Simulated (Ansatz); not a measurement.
# SiCNClF2 (SMILES N#C[Si](F)(F)Cl): PBE-QIDH/cc-pVDZ

What is the energy change on altering one bond length of SiCNClF2 at PBE-QIDH/cc-pVDZ? 

The results are computed with Ansatz 0.2.0.

134 further runs of the same task are left out: 4 that didn't finish, 130 set aside as unsound or not needed. Runs told in other sessions of the task aren't counted.

## (1) Starting point

SiCNClF2: 6 atoms, total charge 0, spin state singlet. As SMILES, `N#C[Si](F)(F)Cl`. The shape is that of a PBE0-D4/def2-TZVP optimisation.

Bond lengths: N1–C2 1.150 Å, C2–Si3 1.827 Å, Si3–F4 1.567 Å, Si3–F5 1.567 Å, Si3–Cl6 1.998 Å. Angles: N1–C2–Si3 179.1°, C2–Si3–F4 108.2°, C2–Si3–F5 108.2°, C2–Si3–Cl6 110.3°, F4–Si3–F5 108.8°, F4–Si3–Cl6 110.6°, F5–Si3–Cl6 110.6°.

## (2) A single-point energy at PBE-QIDH/cc-pVDZ

The input, run.yaml:

```yaml
crystal:
  periodic: [false, false, false]
  atoms:
    - {symbol: "N", position_ang: [1.925400, -1.092200, 1.077400]}
    - {symbol: C, position_ang: [1.030100, -0.609300, 0.540000]}
    - {symbol: Si, position_ang: [-0.394400, 0.176700, -0.290300]}
    - {symbol: F, position_ang: [-1.487900, -0.920300, -0.527700]}
    - {symbol: F, position_ang: [0.087600, 0.719200, -1.679000]}
    - {symbol: Cl, position_ang: [-1.118900, 1.661900, 0.833400]}
basis:
  gaussian:
    orbitals: cc-pVDZ
total_charge: 0
hamiltonian:
  xc: {name: PBE-QIDH}
correlation:
  frozen_orbitals: {C: 1, Cl: 5, F: 1, "N": 1, Si: 5}
accuracy: high
output: {orbitals: {seedname: orbitals}}
```

Started as:

```console
$ ansatz run run.yaml --threads 1 --pin off --max-ram 3480MiB --events-out events.jsonl --progress --plain --runs-dir runs
```

The program printed:

```text
Warning: RAYON_NUM_THREADS=1 ignored (pool sized by the plan → 1); use --threads N
Functional definition: PBE-QIDH
  name "PBE-QIDH"
  parameter a = 3^(-1/3)
  parameter c = 1/3
  exchange = (1 - a)*pbe_x + a*exact_x
  correlation = (1 - c)*pbe_c + c*(mp2_os + mp2_ss)
1986 factors; integrals over basis functions are off by at most 3.1e-9 eV
mean field evaluation 1: about -28328.5141 eV, gradient 4.3e1 eV
mean field evaluation 2: about -28329.0145 eV, gradient 4.4e1 eV
mean field evaluation 4: about -28332.6950 eV, gradient 6.5e0 eV
mean field evaluation 8: about -28332.8116 eV, gradient 5.4e-1 eV
mean field evaluation 16: about -28332.8124 eV, gradient 7.8e-5 eV
mean field -28332.81237173 eV, -1041.2116499910 hartree, gradient 2.6e-8 eV, S^2 0.000000; 0 other end points of the search recorded, 0 dependent functions left out
14 core orbitals not correlated: weight in the atoms' cores, before any rotation towards them, 1.000 or more for the frozen orbitals, at most 0.000 for the correlated occupied ones
reference -28332.81237258 eV, -1041.2116500223 hartree; 17, 17 occupied and 61, 61 virtual orbitals, 1986 factors
second order -26.71410003 eV of doubles, -0.00000000 eV of singles
Total energy: -28341.71707259 eV, -1041.5388917118 hartree
```

It took 17 s on 1 thread of Arm Neoverse V1, shared host; peak memory 0.34 GiB.

## (3) The distorted shape, same level

The input, molecule.yaml:

```yaml
crystal:
  periodic: [false, false, false]
  atoms:
    - {symbol: "N", position_ang: [1.539796, -1.526205, 2.188372]}
    - {symbol: C, position_ang: [0.644496, -1.043305, 1.650972]}
    - {symbol: Si, position_ang: [-0.780004, -0.257305, 0.820672]}
    - {symbol: F, position_ang: [-1.873504, -1.354305, 0.583272]}
    - {symbol: F, position_ang: [0.087600, 0.719200, -1.679000]}
    - {symbol: Cl, position_ang: [-1.504504, 1.227895, 1.944372]}
basis:
  gaussian:
    orbitals: cc-pVDZ
hamiltonian:
  xc: {name: PBE-QIDH}
correlation:
  frozen_orbitals: {C: 1, Cl: 5, F: 1, "N": 1, Si: 5}
accuracy: high
output: {orbitals: {seedname: orbitals}}
```

Started as:

```console
$ ansatz run molecule.yaml --threads 1 --pin off --max-ram 3480MiB --events-out events.jsonl --progress --plain --runs-dir runs
```

The program printed (excerpt; [...] marks lines left out):

```text
Warning: RAYON_NUM_THREADS=1 ignored (pool sized by the plan → 1); use --threads N
Functional definition: PBE-QIDH
  name "PBE-QIDH"
[...]
1936 factors; integrals over basis functions are off by at most 3.1e-9 eV
[...]
mean field -28326.77693969 eV, -1040.9898519545 hartree, gradient 9.7e-8 eV, S^2 0.000000; 0 other end points of the search recorded, 0 dependent functions left out; unrestricted orbitals would lower it
14 core orbitals not correlated: weight in the atoms' cores, before any rotation towards them, 1.000 or more for the frozen orbitals, at most 0.000 for the correlated occupied ones
reference -28326.77694055 eV, -1040.9898519861 hartree; 17, 17 occupied and 61, 61 virtual orbitals, 1936 factors
second order -28.18349918 eV of doubles, -0.00000000 eV of singles
Total energy: -28336.17144027 eV, -1041.3350934832 hartree
```

Run time: 16 s. Hardware: 1 thread of Arm Neoverse V1, shared host; peak memory 0.33 GiB.

## (4) Summary of results

Level: PBE-QIDH/cc-pVDZ, 14 core orbitals frozen.

| quantity | value |
| --- | --- |
| first shape: total energy | -1041.53889 Eh |
| first shape: HOMO energy (SCF part's orbitals) | -12.70 eV |
| first shape: LUMO energy (SCF part's orbitals) | 0.82 eV |
| first shape: HOMO–LUMO gap (SCF part's orbitals) | 13.52 eV |
| distorted shape: total energy | -1041.33509 Eh |
| distorted shape: HOMO energy (SCF part's orbitals) | -10.89 eV |
| distorted shape: LUMO energy (SCF part's orbitals) | -3.39 eV |
| distorted shape: HOMO–LUMO gap (SCF part's orbitals) | 7.50 eV |
| energy change with the Si3–F5 bond stretched from 1.567 to 2.820 Å | 5.546 eV |

**Reading.** With the Si3–F5 bond stretched from 1.567 to 2.820 Å the energy rises by 5.55 eV (128 kcal/mol). The first shape isn't relaxed at this level, so the change isn't measured from a minimum. A restricted reference can't describe the breaking bond well at this length. The restricted solution (distorted shape) is unstable to spin breaking: an unrestricted one lies lower.
